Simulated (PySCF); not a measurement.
# C7H11ClN2: the cost of one run

The runs use PySCF 2.14.0, with density-fitted response routines of our own; the level of theory stands in each step. All values are computed, except where a source is named. Atoms are numbered from 0 throughout.

### 1 Starting geometry

21 atoms, charge 0, multiplicity 1; geometry from: GFN2-xTB. The atoms were then displaced at random by about 0.01 Å, so the start is not that level's minimum.

Bonds of the start (Å): C0–C1 1.54, C1–C2 1.55, C2–C3 1.44, C3–C4 1.43, C4–C5 1.38, C5–Cl6 1.70, C5–N7 1.35, N7–C8 1.46, N7–N9 1.32, N9–C3 1.36, C0–H10 1.10, C0–H11 1.06, C0–H12 1.10, C1–H13 1.09, C1–H14 1.09, C2–H15 1.09, C2–H16 1.10, C4–H17 1.05, C8–H18 1.10, C8–H19 1.12, C8–H20 1.06.

### 2 Geometry optimisation at PBE0-D3(BJ)/def2-SVP

What the job is given:

```
{"job": {"xc": "PBE0", "basis": "def2-SVP", "d3": "d3bj", "grid": 1, "shake": 0.01, "kind": "geom"}, "charge": 0, "multiplicity": 1}
C      2.468420    -0.309070     1.019320
C      2.387010     0.382630    -0.352900
C      1.142800     1.290240    -0.496720
C     -0.070740     0.515160    -0.420920
C     -0.587660    -0.438730    -1.353720
C     -1.774010    -0.860860    -0.796620
Cl    -2.901090    -2.010670    -1.351390
N     -1.934740    -0.202880     0.366940
C     -3.048260    -0.319890     1.307610
N     -0.942640     0.625370     0.611090
H      1.548440    -0.888590     1.185460
H      3.327130    -0.926450     1.098560
H      2.469510     0.474440     1.793290
H      3.275500     0.990830    -0.493260
H      2.361130    -0.386960    -1.130700
H      1.207250     1.832610    -1.437440
H      1.156870     2.039740     0.314320
H     -0.150400    -0.737430    -2.259280
H     -3.157360    -1.365970     1.625120
H     -4.002520     0.000340     0.820940
H     -2.845800     0.318410     2.127990
```

On the command line:

```sh
> OMP_NUM_THREADS=1 python probes_run.py task.json out
```

This one command runs all jobs of the session in turn.

Q: Estimate the wall time and peak memory of this first job on 1 thread of Arm Neoverse V1, shared host.

About 2.9 min, with a peak of 0.91 GiB.
